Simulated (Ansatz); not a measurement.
**C5H3NO: a ladder of functionals and wavefunction methods**

How much do the methods differ for C5H3NO? The plan is to run it at one geometry with functionals of several rungs and with coupled cluster. The yardstick is the atomisation energy at the CCSD(T) limit.

Method: functionals in def2-TZVPP, the program's frozen cores in correlated methods; program: Ansatz 0.2.0, Gaussian basis.

Plan: LDA (SPW92), PBE-D4, revPBE-D4, BLYP-D4, r2SCAN-D4, B97M-V, PBE0-D4, B3LYP-D4, r2SCANh-D4, r2SCAN0-D4, HSE06-D4, BHLYP-D4, CAM-B3LYP-D4, LC-ωPBE, ωB97X-V, ωB97M-V, B2PLYP, PBE-QIDH; CCSD(T)/def2-SVP; CCSD(T)/def2-TZVPP; MP2/def2-QZVPP; extrapolation to the limit; RPA on PBE.

### 1 The geometry

The geometry comes from an earlier relaxation with PBE0-D4 in a triple-zeta def2 set; it is a stationary point, not always the lowest conformer.

SMILES `N#Cc1ccco1`, 10 atoms, charge 0, spin multiplicity 1.

Atoms are counted from 1 here; the program's logs count them from 0.

Bond lengths: N1–C2 1.152 Å, C2–C3 1.409 Å, C3–C4 1.361 Å, C3–O7 1.357 Å, C4–C5 1.418 Å, C4–H8 1.078 Å, C5–C6 1.357 Å, C5–H9 1.078 Å, C6–O7 1.344 Å, C6–H10 1.078 Å. Angles: N1–C2–C3 178.7°, C2–C3–C4 131.7°, C2–C3–O7 117.9°, C4–C3–O7 110.4°, C3–C4–C5 105.9°, C3–C4–H8 125.9°, C5–C4–H8 128.2°, C4–C5–C6 106.0°, C4–C5–H9 127.4°, C6–C5–H9 126.6°, C5–C6–O7 111.0°, C5–C6–H10 133.1°, O7–C6–H10 115.8°, C3–O7–C6 106.6°.

### 2 LDA

This LDA is Slater exchange with PW92 correlation.

The input, in.yaml:

```yaml
crystal:
  periodic: [false, false, false]
  atoms:
    - {symbol: N, position_ang: [1.134802, -3.119073, 0.645241]}
    - {symbol: C, position_ang: [0.782152, -2.045001, 0.421845]}
    - {symbol: C, position_ang: [0.319564, -0.741589, 0.151657]}
    - {symbol: C, position_ang: [-0.937912, -0.225743, 0.073717]}
    - {symbol: C, position_ang: [-0.775502, 1.150137, -0.229270]}
    - {symbol: C, position_ang: [0.562562, 1.359871, -0.310537]}
    - {symbol: O, position_ang: [1.243261, 0.223938, -0.082685]}
    - {symbol: H, position_ang: [-1.855732, -0.772420, 0.217017]}
    - {symbol: H, position_ang: [-1.550426, 1.886168, -0.368137]}
    - {symbol: H, position_ang: [1.160532, 2.232412, -0.515846]}
basis:
  gaussian: {orbitals: def2-TZVPP}
hamiltonian: {xc: lda}
output: {orbitals: {seedname: orbitals}}
```

On the command line:

```
ansatz run in.yaml --threads 4 --pin off --events-out ev --progress --plain --max-ram 10444MiB
```

After this run come: PBE-D4 (GGA); revPBE-D4 (GGA); BLYP-D4 (GGA); r2SCAN-D4 (meta-GGA); B97M-V (meta-GGA); PBE0-D4 (hybrid); B3LYP-D4 (hybrid); r2SCANh-D4 (hybrid); r2SCAN0-D4 (hybrid); HSE06-D4 (hybrid); BHLYP-D4 (hybrid); CAM-B3LYP-D4 (range-separated); LC-ωPBE (range-separated); ωB97X-V (range-separated); ωB97M-V (range-separated); B2PLYP (double hybrid); PBE-QIDH (double hybrid); CCSD(T) in def2-SVP; CCSD(T) in def2-TZVPP; MP2 in def2-QZVPP; RPA on PBE orbitals.

**Question.** What will the summary of the whole plan be? Wanted: atomisation energy, CCSD(T)/CBS; farthest beyond LDA; mean size of error, GGA; mean size of error, meta-GGA; mean size of error, hybrid; mean size of error, range-separated; mean size of error, double hybrid; gap, smallest and largest; T1 diagnostic.

The runs gave:

```
                               quantity                                  value
        atomisation energy, CCSD(T)/CBS                          4959.8 kJ/mol
 functionals within 24.8 kJ/mol (0.5 %)                     r2SCANh-D4, B2PLYP
                    farthest beyond LDA                 PBE-D4 (+291.1 kJ/mol)
                mean size of error, GGA                           168.7 kJ/mol
           mean size of error, meta-GGA                            49.8 kJ/mol
             mean size of error, hybrid                            92.8 kJ/mol
    mean size of error, range-separated                            41.4 kJ/mol
      mean size of error, double hybrid                            15.9 kJ/mol
              gap, smallest and largest  4.08 eV (BLYP-D4), 10.71 eV (LC-ωPBE)
                          T1 diagnostic                                 0.0144
triples share of the correlation energy                                  5.1 %
```

LDA overbinds by 947.5 kJ/mol (19 %). PBE-D4 misses by +291.1 kJ/mol. Double hybrids carry the basis error of their MP2 part in triple zeta, and no dispersion term here, so their miss is partly the set-up's. By mean error the best rung here is double hybrid (15.9 kJ/mol) and the worst beyond LDA is GGA (168.7 kJ/mol). The reference freezes the cores and leaves out relativity and excitations past (T), so misses under about 24.8 kJ/mol can't be ranked. Hartree-Fock recovers 69 % of the binding; the rest is correlation. CCSD(T) in def2-SVP is off by -201.4 kJ/mol, so the small basis spoils what the method gains. Orbital gaps span 4.1 to 10.7 eV; exact exchange widens them. The restricted reference is unstable towards a spin-broken one.
